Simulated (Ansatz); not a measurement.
# CH5GaO2S: the cost of one run

Computed with Ansatz 0.2.0, Gaussian basis. Level: the settings change from run to run.

## Step 1: The geometry

The geometry comes from an earlier relaxation with PBE0-D4 in a triple-zeta def2 set; it is a stationary point, not always the lowest conformer.

SMILES `C[O][Ga]([OH])[SH]`, 10 atoms, charge 0, spin multiplicity 1.

Atoms are counted from 1 here; the program's logs count them from 0.

Bond lengths: C1–O2 1.405 Å, C1–H6 1.094 Å, C1–H7 1.097 Å, C1–H8 1.099 Å, O2–Ga3 1.781 Å, Ga3–O4 1.780 Å, Ga3–S5 2.175 Å, O4–H9 0.960 Å, S5–H10 1.345 Å. Angles: O2–C1–H6 108.5°, O2–C1–H7 111.8°, O2–C1–H8 113.0°, H6–C1–H7 107.8°, H6–C1–H8 107.4°, H7–C1–H8 108.1°, C1–O2–Ga3 122.8°, O2–Ga3–O4 121.4°, O2–Ga3–S5 118.6°, O4–Ga3–S5 119.9°, Ga3–O4–H9 113.9°, Ga3–S5–H10 91.5°.

## Step 2: HSE06/aug-pcseg-2

This run has a point charge of -1.00 e beside it, D3(BJ) with three-body dispersion.

in.yaml

```yaml
crystal:
  periodic: [false, false, false]
  atoms:
    - {symbol: C, position_ang: [-0.634997, -1.483254, -0.336066]}
    - {symbol: O, position_ang: [0.051929, -0.356178, -0.818704]}
    - {symbol: Ga, position_ang: [0.453542, 1.042553, 0.207961]}
    - {symbol: O, position_ang: [-0.032212, 1.107779, 1.918768]}
    - {symbol: S, position_ang: [1.547678, 2.702693, -0.673680]}
    - {symbol: H, position_ang: [-1.025645, -2.043946, -1.190190]}
    - {symbol: H, position_ang: [0.025212, -2.151774, 0.230575]}
    - {symbol: H, position_ang: [-1.489086, -1.224339, 0.304669]}
    - {symbol: H, position_ang: [-0.489855, 0.321402, 2.223907]}
    - {symbol: H, position_ang: [1.593443, 2.085075, -1.867240]}
basis:
  gaussian: {orbitals: aug-pcseg-2, point_charges: [{charge: -1.00, position_ang: [5.252, -0.762, 0.153]}]}
hamiltonian: {xc: {name: HSE06}, dispersion: d3bjatm}
output: {forces: true}
```

The run is started by

```console
$ ansatz run in.yaml --threads 4 --pin off --events-out ev --progress --plain --max-ram 10444MiB
```

**Question.** How long does this run take on 4 threads of Arm Neoverse V1, shared host, and how much memory does it need?

About 16 s, with a peak of 1.8 GiB.
